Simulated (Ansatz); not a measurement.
# C3H5ClFNS: the cost of one run

Program: Ansatz 0.2.0. Level of theory: RKS r2SCAN/STO-3G. These are calculated values, not measurements.

### Step 1. The system as given

Bond lengths: C1–C2 1.549 Å, C2–F3 1.339 Å, C2–Cl4 1.763 Å, C2–C5 1.538 Å, C5–N6 1.283 Å, C5–S7 1.763 Å, C1–H8 1.071 Å, C1–H9 1.133 Å, C1–H10 1.076 Å, N6–H11 1.002 Å, S7–H12 1.347 Å. Angles (14 of 17 angles, heavy atoms first): C1–C2–F3 105.8°, C1–C2–Cl4 112.5°, C1–C2–C5 113.3°, F3–C2–Cl4 105.5°, F3–C2–C5 110.7°, Cl4–C2–C5 108.8°, C2–C5–N6 124.7°, C2–C5–S7 117.0°, N6–C5–S7 118.2°, C2–C1–H8 108.3°, C2–C1–H9 106.9°, C2–C1–H10 110.7°, C5–N6–H11 108.0°, C5–S7–H12 97.3°.

As a file:

```xyz
12

C    -0.1119   -1.4244    0.8145
C     0.2222    0.0712    0.5891
F     1.5526    0.1692    0.7056
Cl   -0.4380    1.1073    1.8538
C    -0.2431    0.5989   -0.7781
N    -1.3395    0.2653   -1.3557
S     0.7750    1.8083   -1.5592
H     0.3198   -1.9904    0.0143
H    -1.2410   -1.5126    0.8220
H     0.2254   -1.7471    1.7836
H    -1.4085    0.7832   -2.2112
H     1.7637    1.8160   -0.6448
```

### Step 2. Preparing the start

input.yaml

```yaml
crystal:
  periodic: [false, false, false]
  atoms:
    - { symbol: C, position_ang: [-0.1119, -1.4244, 0.8145] }
    - { symbol: C, position_ang: [0.2222, 0.0712, 0.5891] }
    - { symbol: F, position_ang: [1.5526, 0.1692, 0.7056] }
    - { symbol: Cl, position_ang: [-0.438, 1.1073, 1.8538] }
    - { symbol: C, position_ang: [-0.2431, 0.5989, -0.7781] }
    - { symbol: "N", position_ang: [-1.3395, 0.2653, -1.3557] }
    - { symbol: S, position_ang: [0.775, 1.8083, -1.5592] }
    - { symbol: H, position_ang: [0.3198, -1.9904, 0.0143] }
    - { symbol: H, position_ang: [-1.241, -1.5126, 0.822] }
    - { symbol: H, position_ang: [0.2254, -1.7471, 1.7836] }
    - { symbol: H, position_ang: [-1.4085, 0.7832, -2.2112] }
    - { symbol: H, position_ang: [1.7637, 1.816, -0.6448] }
basis:
  gaussian: { orbitals: STO-3G }
hamiltonian:
  xc: r2scan
relax:
  f_tol: 0.02
  max_steps: 40
```

Started as:

```bash
ansatz run input.yaml --threads 1 --pin off --max-ram 2048MiB --backend cpu --events-out ev --progress --plain --runs-dir out
```

Q: Estimate wall time and peak memory on 1 thread of Arm Neoverse V1, shared host.

About 81 s, with a peak of 0.2 GiB.
